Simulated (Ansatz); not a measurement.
**AlH4Br (built from SMILES Br.[AlH3]): search for a transition state, part 1 of 2**

Wanted: the transition state of a four-centre ligand exchange (form Al1–Br6, H2–H5 and break Al1–H2, H5–Br6). The guess is relaxed with those distances held, a saddle search follows, and vibrations and two downhill relaxations check it.

Computed with Ansatz 0.2.0, Gaussian basis. Level: PBE0-D4, def2-SVP first, then def2-TZVP.

152 further runs of the same task are left out: 152 set aside as unsound or not needed.

### Step 1. Where the work starts

The guess: 6 atoms, charge 0, spin multiplicity 1.

Atoms are counted from 1 here; the program's logs count them from 0.

Bond lengths: Al1–H2 1.691 Å, Al1–H3 1.547 Å, Al1–H4 1.547 Å, Al1–H5 1.894 Å, Al1–Br6 2.428 Å, H5–Br6 1.585 Å. Angles: H2–Al1–H3 115.4°, H2–Al1–H4 115.3°, H2–Al1–H5 45.1°, H2–Al1–Br6 85.8°, H3–Al1–H4 120.8°, H3–Al1–H5 118.6°, H3–Al1–Br6 106.1°, H4–Al1–H5 118.3°, H4–Al1–Br6 105.9°, H5–Al1–Br6 40.7°, Al1–H5–Br6 88.0°, Al1–Br6–H5 51.2°.

Geometry (Å):

```
Al   -0.1282   -0.5716   -0.0757
H     1.4462   -0.0400    0.2395
H    -0.3995   -1.0165   -1.5326
H    -0.8447   -1.2600    1.1105
H     0.6788    1.1165    0.2204
Br   -0.7526    1.7716    0.0379
```

Distances that are to change: Al1–Br6 2.43 Å, H2–H5 1.39 Å, Al1–H2 1.69 Å, H5–Br6 1.58 Å.

### Step 2. Relaxing the guess with the reacting distances held

File hold/in.yaml:

```yaml
crystal:
  periodic: [false, false, false]
  atoms:
    - {symbol: Al, position_ang: [-0.128200, -0.571600, -0.075700]}
    - {symbol: H, position_ang: [1.446200, -0.040000, 0.239500]}
    - {symbol: H, position_ang: [-0.399500, -1.016500, -1.532600]}
    - {symbol: H, position_ang: [-0.844700, -1.260000, 1.110500]}
    - {symbol: H, position_ang: [0.678800, 1.116500, 0.220400]}
    - {symbol: Br, position_ang: [-0.752600, 1.771600, 0.037900]}
basis:
  gaussian: {orbitals: def2-SVP}
hamiltonian: {xc: pbe0, dispersion: d4}
relax: {f_tol: 0.04, max_steps: 150, escape_saddle: false, constraints: [{distance: [0, 5]}, {distance: [1, 4]}, {distance: [0, 1]}, {distance: [4, 5]}]}
```

Run with:

```sh
ansatz run in.yaml --threads 2 --pin off --events-out ev --progress --plain --max-ram 4352MiB
```

The log of the run, cut to the lines that bear on the results:

```text
Functional definition: PBE0
  name "PBE0"
  cite "Adamo & Barone, J. Chem. Phys. 110, 6158 (1999) doi:10.1063/1.478522"
  cite "Perdew, Burke & Ernzerhof, Phys. Rev. Lett. 77, 3865 (1996) doi:10.1103/PhysRevLett.77.3865"
  parent pbe
[...]
723 factors; integrals over basis functions are off by at most 3.5e-4 eV
[...]
mean field -76685.55168341 eV, -2818.1420450315 hartree, gradient 1.1e-5 eV, S^2 0.000000; 0 other end points of the search recorded, 0 dependent functions left out
[...]
reference -76685.55171006 eV, -2818.1420460107 hartree; 26, 26 occupied and 44, 44 virtual orbitals, 723 factors
relax step   1: F+E_penalty+E_count = -76685.62985580 eV  Δ(F+E_penalty+E_count) = +0.000e0 eV  max|allowed force component| = 5.785e-1 eV/Å  Δτ_max = 0.0000 Å  (23 SCF iters, accepted)
[...]
relax step   2: F+E_penalty+E_count = -76685.67779257 eV  Δ(F+E_penalty+E_count) = -4.794e-2 eV  max|allowed force component| = 6.180e-2 eV/Å  Δτ_max = 0.0831 Å  (24 SCF iters, accepted)
[...]
relax step   3: F+E_penalty+E_count = -76685.67886511 eV  Δ(F+E_penalty+E_count) = -1.073e-3 eV  max|allowed force component| = 1.075e-2 eV/Å  Δτ_max = 0.0138 Å  (23 SCF iters, accepted)
  distance Al 0 - Br 5 held at 2.427626 Å   reaction = -9.6224e-1 eV/Å
  distance H 1 - H 4 held at 1.388078 Å   reaction = +6.9437e-1 eV/Å
  distance Al 0 - H 1 held at 1.691356 Å   reaction = -1.6856e-2 eV/Å
  distance H 4 - Br 5 held at 1.584730 Å   reaction = -6.4573e-2 eV/Å
723 factors; integrals over basis functions are off by at most 3.8e-4 eV
[...]
mean field -76685.60090429 eV, -2818.1438538656 hartree, gradient 2.3e-5 eV, S^2 0.000000; 1 other end points of the search recorded, 0 dependent functions left out
[...]
reference -76685.60093111 eV, -2818.1438548512 hartree; 26, 26 occupied and 44, 44 virtual orbitals, 723 factors
Total energy: -76685.67889193 eV, -2818.1467198583 hartree
Atom 0 at    -0.179365    -0.572774    -0.083579 Å, force     0.202165    -0.944374    -0.053577 eV/Å
Atom 1 at     1.401644    -0.060564     0.230646 Å, force    -0.348109     0.602263    -0.002097 eV/Å
Atom 2 at    -0.349712    -1.011945    -1.595534 Å, force     0.000553    -0.002603     0.002387 eV/Å
Atom 3 at    -0.818843    -1.270610     1.186092 Å, force     0.001508    -0.002008    -0.002782 eV/Å
Atom 4 at     0.689027     1.130593     0.221657 Å, force     0.423190    -0.611792     0.013746 eV/Å
Atom 5 at    -0.742751     1.785300     0.040718 Å, force    -0.279307     0.958514     0.042323 eV/Å
Dipole moment:     0.034763     0.232853     0.027536 e Å
```

It took 5.5 s on 2 threads of Intel Xeon Platinum 8375C at 2.90GHz, shared host.

Along the way:

```
step  energy from step 1 (eV)  largest force component (eV/Å)
   1                   0.0000                          0.5785
   2                  -0.0479                          0.0618
   3                  -0.0490                          0.0107
```

Close pairs (by a distance rule), those that changed most:

```
   bond  before (Å)  after (Å)  change (Å)
 Al1–H5       1.894      1.936      +0.042
 Al1–H3       1.547      1.584      +0.036
 Al1–H4       1.547      1.584      +0.036
Al1–Br6       2.428      2.428      +0.000
 H5–Br6       1.585      1.585      +0.000
 Al1–H2       1.691      1.691      +0.000
```

### Step 3. Force constants to start from

File hessian/in.yaml:

```yaml
crystal:
  periodic: [false, false, false]
  atoms:
    - {symbol: Al, position_ang: [-0.179365, -0.572774, -0.083579]}
    - {symbol: H, position_ang: [1.401644, -0.060564, 0.230646]}
    - {symbol: H, position_ang: [-0.349712, -1.011945, -1.595534]}
    - {symbol: H, position_ang: [-0.818843, -1.270610, 1.186092]}
    - {symbol: H, position_ang: [0.689027, 1.130593, 0.221657]}
    - {symbol: Br, position_ang: [-0.742751, 1.785300, 0.040718]}
basis:
  gaussian: {orbitals: def2-SVP}
hamiltonian: {xc: pbe0, dispersion: d4}
phonons: {}
scf: {lower_state_search: off}
```

Run with:

```sh
ansatz run in.yaml --threads 2 --pin off --events-out ev --progress --plain --max-ram 4352MiB
```

The log of the run, cut to the lines that bear on the results:

```text
[... 5 set-up lines as earlier in the session ...]
[...]
723 factors; integrals over basis functions are off by at most 3.8e-4 eV
[...]
mean field -76685.60090478 eV, -2818.1438538834 hartree, gradient 2.4e-6 eV, S^2 0.000000; 0 other end points of the search recorded, 0 dependent functions left out
[...]
reference -76685.60093159 eV, -2818.1438548688 hartree; 26, 26 occupied and 44, 44 virtual orbitals, 723 factors
[... from here to the last solve, the lines of the solves are left out (35 solves) ...]
723 factors; integrals over basis functions are off by at most 3.8e-4 eV
mean field -76685.60079574 eV, -2818.1438498764 hartree, gradient 2.1e-6 eV, S^2 0.000000; 0 other end points of the search recorded, 0 dependent functions left out
[...]
WARN: phonons: modes at or below zero, which the zero-point energy, F, S and C_V leave out: 1, the lowest at -899.90 cm⁻¹. A minimum has none, and a first-order saddle one
Total energy: -76685.67889241 eV, -2818.1467198761 hartree
Atom 0 at    -0.179365    -0.572774    -0.083579 Å, force     0.202153    -0.944323    -0.053579 eV/Å
Atom 1 at     1.401644    -0.060564     0.230646 Å, force    -0.348077     0.602245    -0.002095 eV/Å
Atom 2 at    -0.349712    -1.011945    -1.595534 Å, force     0.000554    -0.002605     0.002384 eV/Å
Atom 3 at    -0.818843    -1.270610     1.186092 Å, force     0.001506    -0.002013    -0.002773 eV/Å
Atom 4 at     0.689027     1.130593     0.221657 Å, force     0.423191    -0.611805     0.013747 eV/Å
Atom 5 at    -0.742751     1.785300     0.040718 Å, force    -0.279327     0.958501     0.042316 eV/Å
Dipole moment:     0.034763     0.232852     0.027536 e Å
Vibrations: -899.90 333.87 442.88 567.06 706.51 758.13 927.78 963.71 1440.41 1768.85 1947.57 1962.73 cm⁻¹, zero-point energy 0.732716 eV
Checks for a lower state left out: stability, starts, cluster_reference, orbital_swaps, neighbouring_geometries, increment
```

Wall time 32 s (2 threads of Intel Xeon Platinum 8375C at 2.90GHz, shared host).

The structure is not stationary yet, so these wavenumbers are no spectrum; the search needs only the force constants.

### Step 4. Saddle search in the small basis

The search itself is an outer loop (partitioned rational-function steps, Bofill update of the Hessian). Each step is one single-point run with forces. It stops when the largest force is under 0.04 eV/Å and the followed curvature is negative. The first step's input:

File presaddle/in.yaml:

```yaml
crystal:
  periodic: [false, false, false]
  atoms:
    - {symbol: Al, position_ang: [-0.179365, -0.572774, -0.083579]}
    - {symbol: H, position_ang: [1.401644, -0.060564, 0.230646]}
    - {symbol: H, position_ang: [-0.349712, -1.011945, -1.595534]}
    - {symbol: H, position_ang: [-0.818843, -1.270610, 1.186092]}
    - {symbol: H, position_ang: [0.689027, 1.130593, 0.221657]}
    - {symbol: Br, position_ang: [-0.742751, 1.785300, 0.040718]}
basis:
  gaussian: {orbitals: def2-SVP}
hamiltonian: {xc: pbe0, dispersion: d4}
output: {forces: true}
scf: {lower_state_search: off}
```

Run with:

```sh
ansatz run in.yaml --threads 2 --pin off --events-out ev --progress --plain --max-ram 4352MiB
```

Step by step:

```
step   energy (eV)  largest force (eV/Å)  followed curvature (eV/Å²)
   1  -76685.67889                0.9585                       -4.45
   2  -76685.72690                0.4739                       -2.45
   3  -76685.73221                0.2513                       -0.73
   4  -76685.73227                0.2743                       -0.05
   5  -76685.73448                0.1917                       -0.22
   6  -76685.73575                0.2385                       -0.98
   7  -76685.73932                0.1177                       -0.79
   8  -76685.73848                0.2310                       -0.83
   9  -76685.74169                0.1141                       -3.46
  10  -76685.74091                0.1358                        0.10
  11  -76685.73656                0.1106                       -0.27
  12  -76685.73613                0.0187                       -0.39
```

The 12 steps took 12 s in all (2 threads of Intel Xeon Platinum 8375C at 2.90GHz, shared host).

### Step 5. Saddle search in triple zeta

A small driver takes partitioned rational-function steps: uphill along one mode, downhill along the rest. It calls the program once a step for energy and forces and updates the Hessian by Bofill's formula. It stops when the largest force is under 0.01 eV/Å and the followed curvature is negative. The first step's input:

File saddle/in.yaml:

```yaml
crystal:
  periodic: [false, false, false]
  atoms:
    - {symbol: Al, position_ang: [-0.062622, -0.757343, -0.081036]}
    - {symbol: H, position_ang: [1.405610, -0.133324, 0.224654]}
    - {symbol: H, position_ang: [-0.404754, -1.085451, -1.594235]}
    - {symbol: H, position_ang: [-0.868287, -1.341014, 1.153744]}
    - {symbol: H, position_ang: [0.639598, 1.381377, 0.236382]}
    - {symbol: Br, position_ang: [-0.709545, 1.935755, 0.060491]}
basis:
  gaussian: {orbitals: def2-TZVP}
hamiltonian: {xc: pbe0, dispersion: d4}
output: {forces: true}
scf: {lower_state_search: off}
```

Run with:

```sh
ansatz run in.yaml --threads 2 --pin off --events-out ev --progress --plain --max-ram 4352MiB
```

The driver's record:

```
step   energy (eV)  largest force (eV/Å)  followed curvature (eV/Å²)
   1  -76696.60178                0.0468                       -0.39
   2  -76696.60222                0.0161                       -0.66
   3  -76696.60223                0.0095                       -0.48
```

The 3 steps took 4 s in all (2 threads of Intel Xeon Platinum 8375C at 2.90GHz, shared host).

Geometry at the end of the search:

```mol
AlBrH4
  3D, bonds by distance, orders not assigned

  6  5  0  0  0  0  0  0  0  0999 V2000
   -0.0593   -0.7599   -0.0807 Al  0  0
    1.4060   -0.1429    0.2238 H   0  0
   -0.4034   -1.0824   -1.5910 H   0  0
   -0.8660   -1.3376    1.1517 H   0  0
    0.6343    1.3838    0.2357 H   0  0
   -0.7116    1.9390    0.0604 Br  0  0
  1  2  8  0
  1  3  8  0
  1  4  8  0
  1  6  8  0
  5  6  8  0
M  END
```

Followed mode, largest move set to 1: H5 (-0.05, -0.99, -0.10); H2 (-0.22, 0.58, 0.02); Al1 (-0.15, 0.26, 0.00); Br6 (0.16, 0.06, 0.03).

(Continued in part 2 of 2.)
